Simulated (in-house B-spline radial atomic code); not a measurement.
# La¹⁸⁺: ionisation energy by several methods

How far do functionals differ on the ionisation energy of La¹⁸⁺? Each run solves La¹⁸⁺ and then the next ion ([Kr] 4d2).

The numbers are computed with in-house B-spline radial atomic code version 1 (Dirac-Coulomb, several functionals; spherical all-electron atom at the radial basis limit), except any that are marked as measured or tabulated.

## 1. What is computed

| Property | Result |
| --- | --- |
| element | lanthanum (Z = 57) |
| charge | +18 |
| electrons | 39 |
| configuration | [Kr] 4d3 |
| nucleus | Fermi, rms radius 4.855 fm |

The outer shells:

[Kr] 4d3
```
[Kr] core
4d [↑ ][↑ ][↑ ][  ][  ]
```

The boxes only draw the filling; these runs are spin-restricted and spherical.

## 2. OLYP, a GGA

Settings, as recorded:

```ini
Z = 57
electrons = 39.0
configuration = [Kr] 4d3
hamiltonian = dirac
method = optx,lyp
spin_polarised = False
nucleus = fermi
rms_radius = 4.855
mass_number = 139
atomic_mass = 138.906362927
speed_of_light = 137.035999084
```

## 3. AM05, a GGA

Settings: those of step 2 with these lines changed.

```diff
@@ -4,3 +4,3 @@
 hamiltonian = dirac
-method = optx,lyp
+method = am05
 spin_polarised = False
```

## 4. LDA (VWN5)

Settings: those of step 3 with these lines changed.

```diff
@@ -4,3 +4,3 @@
 hamiltonian = dirac
-method = am05
+method = lda,vwn
 spin_polarised = False
```

**Question.** The tabulated ionisation energy is 498 ± 3 eV (tabulated theoretical; NIST Atomic Spectra Database). What does each method give, and which comes nearest?

The runs gave:

| method | rung | total energy (hartree) | ΔSCF (eV) | with Breit, QED, recoil (eV) | −ε highest (eV) | corrected ΔSCF less tabulated (eV) |
| --- | --- | --- | --- | --- | --- | --- |
| LDA (VWN5) | LDA | -8364.0536 | 496.86 | 496.76 | 478.45 (4d5/2) | -1.24 |
| OLYP | GGA | -8373.5363 | 497.96 | 497.86 | 479.56 (4d5/2) | -0.14 |
| AM05 | GGA | -8364.4815 | 496.70 | 496.60 | 478.30 (4d5/2) | -1.40 |

**Reading.** Against the tabulated ionisation energy, 498 ± 3 eV (tabulated theoretical; NIST Atomic Spectra Database), the best here is OLYP (-0.14 eV) and the worst AM05 (-1.40 eV, or 0.28 %). The table's own uncertainty is as large as these misses, so the order means little. Open shells are averaged (over orientations, and over spins where the run is restricted), while tables refer to the lowest levels. For the semilocal functionals minus the highest level recovers only 96 % of their own ΔSCF value, a mark of self-interaction.

Members of this set that are not shown: 1 used exact exchange with fractional occupations of an open shell, which is unsound here.
